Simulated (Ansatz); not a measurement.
# ClH7N2O2Ti: the cost of one run

Program: Ansatz 0.2.0. Level of theory: RHF/def2-SVP. These are calculated values, not measurements.

### Step 1. The starting structure

Bond lengths: Ti1–N2 2.410 Å, N2–H3 1.060 Å, N2–H4 1.060 Å, Ti1–N5 2.060 Å, N5–H6 1.060 Å, N5–H7 1.060 Å, Ti1–Cl8 2.368 Å, Ti1–O9 1.919 Å, O9–H10 1.010 Å, Ti1–O11 2.220 Å, O11–H12 1.010 Å. Angles (14 of 18 angles, heavy atoms first): N2–Ti1–N5 109.4°, N2–Ti1–Cl8 109.5°, N2–Ti1–O9 109.5°, N2–Ti1–O11 71.6°, N5–Ti1–Cl8 109.5°, N5–Ti1–O9 109.5°, N5–Ti1–O11 75.6°, Cl8–Ti1–O9 109.5°, Cl8–Ti1–O11 64.5°, O9–Ti1–O11 173.5°, Ti1–N2–H3 120.0°, Ti1–N2–H4 120.0°, Ti1–N5–H6 120.0°, Ti1–N5–H7 120.0°.

As a file:

```xyz
13

Ti    0.0000    0.0000    0.0000
N     0.0000    0.0000    2.4100
H    -0.8770   -0.2713    2.9400
H     0.8770    0.2713    2.9400
N     1.9426    0.0000   -0.6860
H     2.4408   -0.9180   -0.8667
H     2.4438    0.9180   -0.8582
Cl   -1.1163    1.9339   -0.7892
O    -0.9043   -1.5667   -0.6394
H    -1.3590   -2.0324    0.1330
O     0.8322    1.9354    0.7000
H     1.6233    1.7635    1.3040
H     0.5284    1.2288    1.9025
```

### Step 2. A restrained relaxation towards end A

Springs on the bonds that form and break draw the guess towards this end; the thresholds are loose.

input.yaml reads:

```yaml
crystal:
  periodic: [false, false, false]
  atoms:
    - { symbol: Ti, position_ang: [0.0, 0.0, 0.0] }
    - { symbol: "N", position_ang: [0.0, 0.0, 2.41] }
    - { symbol: H, position_ang: [-0.877, -0.2713, 2.94] }
    - { symbol: H, position_ang: [0.877, 0.2713, 2.94] }
    - { symbol: "N", position_ang: [1.9426, 0.0, -0.686] }
    - { symbol: H, position_ang: [2.4408, -0.918, -0.8667] }
    - { symbol: H, position_ang: [2.4438, 0.918, -0.8582] }
    - { symbol: Cl, position_ang: [-1.1163, 1.9339, -0.7892] }
    - { symbol: O, position_ang: [-0.9043, -1.5667, -0.6394] }
    - { symbol: H, position_ang: [-1.359, -2.0324, 0.133] }
    - { symbol: O, position_ang: [0.8322, 1.9354, 0.7] }
    - { symbol: H, position_ang: [1.6233, 1.7635, 1.304] }
    - { symbol: H, position_ang: [0.5284, 1.2288, 1.9025] }
basis:
  gaussian: { orbitals: def2-SVP }
hamiltonian:
  xc: hf
relax:
  f_tol: 0.15
  max_steps: 25
  restrain:
    - { distance: [0, 10], at: 3.12, k: 30.0 }
    - { distance: [12, 1], at: 2.26, k: 30.0 }
    - { distance: [0, 1], at: 2.06, k: 30.0 }
    - { distance: [12, 10], at: 1.01, k: 30.0 }
```

Started as:

```
$ ansatz run input.yaml --threads 4 --pin off --max-ram 5120MiB --backend cpu --events-out ev --progress --plain --runs-dir out
```

**Question.** How long does this run take on 4 threads of Arm Neoverse N1, shared host, and how much memory does it need?

About 60 s, with a peak of 0.42 GiB.
